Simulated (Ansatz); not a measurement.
# Re: pressure up to the limit of the methods

How does Re (hcp type) answer strong compression? The runs shown use PAW.

Method: DFT, PBE, PAW with Ansatz's default frozen-core files, scalar-relativistic, in Ansatz 0.2.0.

**1. The structure to begin with**

The structure is hexagonal, space group P6_3/mmc (No. 194). The conventional cell has a = 2.773 Å, b = 2.773 Å, c = 4.492 Å, α = 90.00°, β = 90.00°, γ = 120.00°. Around Re (site symmetry -6m2) lie 12 Re at 2.76 to 2.77 Å.

As a file:

```cif
data_structure
_symmetry_space_group_name_H-M 'P 1'
_symmetry_Int_Tables_number 1
_cell_length_a 2.7728
_cell_length_b 2.7728
_cell_length_c 4.4920
_cell_angle_alpha 90.000
_cell_angle_beta 90.000
_cell_angle_gamma 120.000
_cell_volume 29.91
loop_
_atom_site_label
_atom_site_type_symbol
_atom_site_fract_x
_atom_site_fract_y
_atom_site_fract_z
_atom_site_occupancy
Re1 Re 0.33333 0.66667 0.25000 1
Re2 Re 0.66667 0.33333 0.75000 1
```

Whether this phase is the stable one at these pressures isn't tested.

Atoms are numbered in the order of the input: Re1, Re2.

**2. Cell relaxed at zero pressure, PAW**

File input.yaml:

```yaml
crystal:
  lattice:
    - [2.7728322014, 0.0, 0.0]
    - [-1.3864161007, 2.4013431268, 0.0]
    - [0.0, 0.0, 4.4919881662]
  atoms:
    - { symbol: Re, position: [0.3333333333, 0.6666666667, 0.25] }
    - { symbol: Re, position: [0.6666666667, 0.3333333333, 0.75] }
kpoints:
  mp_grid: { grid: [16, 16, 9] }
scf:
  occupations: { method: fermi_dirac, width: 0.08 }
hamiltonian:
  xc: pbe
  pseudopotentials: { kind: paw }
output:
  forces: true
  stress: true
relax:
  f_tol: 0.005
  max_steps: 40
  cell: {}
```

Command:

```console
$ ansatz run input.yaml --threads 1 --pin off --max-ram 2048MiB --backend cpu --events-out ev --progress --plain --runs-dir out
```

After this run come: Volume scaled by 1, PAW; Shape and atoms relaxed at 0.95 of the volume, PAW; Volume scaled by 0.95, PAW; Shape and atoms relaxed at 0.85 of the volume, PAW; Volume scaled by 0.85, PAW; Volume scaled by 0.85, PAW (cutoff 300 eV); Shape and atoms relaxed at 0.75 of the volume, PAW; Volume scaled by 0.75, PAW; Shape and atoms relaxed at 0.65 of the volume, PAW; Volume scaled by 0.65, PAW; Shape and atoms relaxed at 0.55 of the volume, PAW; Volume scaled by 0.55, PAW; Shape and atoms relaxed at 0.45 of the volume, PAW; Volume scaled by 0.45, PAW; Shape and atoms relaxed at 0.4 of the volume, PAW; Volume scaled by 0.4, PAW; Volume scaled by 0.4, PAW (cutoff 300 eV).

What does the calculation give? Wanted: PAW pressure at 0.4 of the volume; fitted bulk modulus at zero pressure.

The runs gave:

| quantity | value |
| --- | --- |
| PAW pressure at 0.4 of the volume | 2226.4 GPa |
| PAW (cutoff 300 eV) pressure at 0.4 of the volume | 2227.2 GPa |
| fitted bulk modulus at zero pressure (PAW) | 378 GPa |
| its pressure derivative | 4.02 |

In words: At 0.4 of the starting volume PAW gives 2226 GPa. One third-order Birch-Murnaghan curve follows these points (B₀ = 378 GPa, B′ = 4.02, misfit at most 3.40 GPa). A fit over so wide a range leans to the high pressures, so B₀ can be off by several per cent. No all-electron run checks these rows here, and frozen cores can fail under such compression. The ions are at rest, and the electrons smeared by 0.08 eV. Spin-orbit coupling is left out, though the cell holds Re; in elements this heavy it can shift bands and gaps by tenths of an eV.

At pressures up to 2227 GPa the PAW spheres may overlap and frozen cores may not hold, so those PAW values are rough without an all-electron check.
